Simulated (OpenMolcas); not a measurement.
# ROCCSD/ANO-R0 (sfX2C, electric field -0.005 a.u., field axis z) run of CH4Ga (SMILES [CH3][GaH])

What is the vertical doublet–quartet gap of CH4Ga at ROCCSD/ANO-R0 (sfX2C, electric field -0.005 a.u., field axis z)? 

Program for the calculation: OpenMolcas 26.06.

8 further runs of the same task are left out: 8 set aside as unsound or not needed.

## Step 1: The structure to begin with

CH4Ga: 6 atoms, total charge 0, spin state doublet. SMILES: `[CH3][GaH]`. The coordinates come from a PBE0-D4/def2-TZVP relaxation.

Bond lengths: C1–Ga2 1.990 Å, C1–H3 1.089 Å, C1–H4 1.095 Å, C1–H5 1.094 Å, Ga2–H6 1.603 Å. Angles: C1–Ga2–H6 119.3°, Ga2–C1–H3 113.1°, Ga2–C1–H4 108.5°, Ga2–C1–H5 108.8°, H3–C1–H4 109.1°, H3–C1–H5 109.3°, H4–C1–H5 107.8°.

## Step 2: The energy at ROCCSD/ANO-R0 (sfX2C, electric field -0.005 a.u., field axis z)

job.input reads:

```
* CH4Ga CCSD

&GATEWAY
  Coord
  6
  angstrom
  C       -0.029300      -0.418300      -0.518000
  Ga       0.685700       0.372600       1.162100
  H        0.574700      -1.243100      -0.892900
  H       -1.046400      -0.775600      -0.328700
  H       -0.085700       0.364700      -1.280300
  H       -0.056900       1.635600       1.811600
  Basis
  ANO-R0
  Group
  NoSym
  RX2C

&SEWARD
  Expert

&FFPT
  Dipole
  Z 0.005

&SCF
  UHF
  Spin
  2
  PrOrbitals
  1

&RASSCF
  FileOrb
  $Project.UnaOrb
  Spin
  2
  Nactel
  1 0 0
  Inactive
  20
  Ras2
  1
  OutOrbitals
  Canonical
  OrbListing
  Nothing

&MOTRA
  JobIph
  Frozen
  10

&CCSDT
  CCSD
  Iterations
  50
  Extrapolation
  5 4
```

On the command line:

```
$ export MOLCAS_MEM=1860
$ pymolcas job.input > job.log
```

What it wrote (excerpt; [...] marks lines left out):

```text
--- Start Module: gateway ---
[...]
--- Stop Module: gateway /rc=_RC_ALL_IS_WELL_ ---
[...]
 ###    WARNING:  EXPERT option is ON!                                       ###
 ###############################################################################
               SEWARD will generate:
[...]
      Basis functions           27
[...]
       Convergence after  13 Iterations
[...]
::    Total SCF energy                              -1982.0904790627
[...]
      Total spin, S                                     0.5010967282
[...]
      Number of active orbitals                  1
[...]
      Spin quantum number                      0.5
[...]
      Active orbitals                            1
[...]
      Number of CSFs                             1
[...]
      Number of root(s) required                 1
[...]
      Convergence after  7 iterations
[...]
      printout of CI-coefficients larger than  0.05 for root  1
      energy=   -1982.090073
      conf/sym  1     Coeff  Weight
             1  u   1.00000 1.00000
      Natural orbitals and occupation numbers for root  1
      sym 1:   1.000000
      ************************************************************************************************************************
      *                                                    Final results                                                     *
[...]
::    RASSCF root number  1 Total energy:  -1982.09007263
[...]
      Total electronic charge=   41.000000
      Total            charge=   -0.000000
[...]
      Dipole Moment (debye):
      Origin of the operator (angstrom)=    0.5449    0.2430    0.8615
                   X=  1.3044E+00               Y= -1.8465E+00               Z= -1.1208E+00           Total=  2.5234E+00
      Quadrupole Moment (debye*angstrom):
[...]
--- Start Module: motra ---
[...]
      *** WARNING: Default frozen orbitals is overwritten by user input.
      *** Default values:  15
[...]
--- Stop Module: motra /rc=_RC_ALL_IS_WELL_ ---
--- Start Module: ccsdt ---
[...]
      Convergence after                    11  Iterations
      Total energy (diff) :   -1982.18290997      -0.00000008
[...]
--- Stop Module: ccsdt /rc=_RC_ALL_IS_WELL_ ---
[...]
```

Run time: 3.6 s. Hardware: 1 thread of Arm Neoverse V2, shared host; peak memory 0.41 GiB.

## Step 3: The quartet

job.inp reads:

```
* CH4Ga CCSD

&GATEWAY
 Coord
 6
 angstrom
 C       -0.029300      -0.418300      -0.518000
 Ga       0.685700       0.372600       1.162100
 H        0.574700      -1.243100      -0.892900
 H       -1.046400      -0.775600      -0.328700
 H       -0.085700       0.364700      -1.280300
 H       -0.056900       1.635600       1.811600
 Basis
 ANO-R0
 Group
 NoSym
 RX2C

&SEWARD
 Expert

&FFPT
 Dipole
 Z 0.005

&SCF
 UHF
 Spin
 4
 PrOrbitals
 1

&RASSCF
 FileOrb
 $Project.UnaOrb
 Spin
 4
 Nactel
 3 0 0
 Inactive
 19
 Ras2
 3
 OutOrbitals
 Canonical
 OrbListing
 Nothing

&MOTRA
 JobIph
 Frozen
 10

&CCSDT
 CCSD
 Iterations
 50
 Extrapolation
 5 4
```

On the command line:

```
$ export MOLCAS_MEM=1860
$ pymolcas job.inp > job.log
```

What it wrote (excerpt; [...] marks lines left out):

```text
--- Start Module: gateway ---
[...]
--- Stop Module: gateway /rc=_RC_ALL_IS_WELL_ ---
[...]
 ###    WARNING:  EXPERT option is ON!                                       ###
 ###############################################################################
               SEWARD will generate:
[...]
      Basis functions           27
[...]
       Convergence after  19 Iterations
[...]
::    Total SCF energy                              -1981.9321983627
[...]
      Total spin, S                                     1.5063340108
[...]
      Number of active orbitals                  3
[...]
      Spin quantum number                      1.5
[...]
      Active orbitals                            3
[...]
      Number of CSFs                             1
[...]
      Number of root(s) required                 1
[...]
      Convergence after 12 iterations
[...]
      printout of CI-coefficients larger than  0.05 for root  1
      energy=   -1981.927477
      conf/sym  111     Coeff  Weight
             1  uuu   1.00000 1.00000
      Natural orbitals and occupation numbers for root  1
      sym 1:   1.000000   1.000000   1.000000
      ************************************************************************************************************************
      *                                                    Final results                                                     *
[...]
::    RASSCF root number  1 Total energy:  -1981.92747691
[...]
      Total electronic charge=   41.000000
      Total            charge=   -0.000000
[...]
      Dipole Moment (debye):
      Origin of the operator (angstrom)=    0.5449    0.2430    0.8615
                   X= -6.2404E-01               Y= -2.1980E+00               Z= -3.4386E+00           Total=  4.1285E+00
      Quadrupole Moment (debye*angstrom):
[...]
--- Start Module: motra ---
[...]
      *** WARNING: Default frozen orbitals is overwritten by user input.
      *** Default values:  15
[...]
--- Stop Module: motra /rc=_RC_ALL_IS_WELL_ ---
--- Start Module: ccsdt ---
[...]
      Convergence after                    16  Iterations
      Total energy (diff) :   -1982.01728346      -0.00000007
[...]
--- Stop Module: ccsdt /rc=_RC_ALL_IS_WELL_ ---
[...]
```

Run time: 3.9 s. Hardware: 1 thread of Arm Neoverse V2, shared host; peak memory 0.41 GiB.

## Step 4: Results

At ROCCSD/ANO-R0 (sfX2C, electric field -0.005 a.u., field axis z), 10 core orbitals frozen:

| quantity | value |
| --- | --- |
| doublet: total energy | -1982.18291 Eh |
| quartet: total energy | -1982.01728 Eh |
| vertical energy of the quartet above the doublet | 4.507 eV |

**Reading.** At this shape the quartet lies 4.51 eV (435 kJ/mol) above the doublet. In a minimal basis such a difference can be off by several eV, whatever the method.
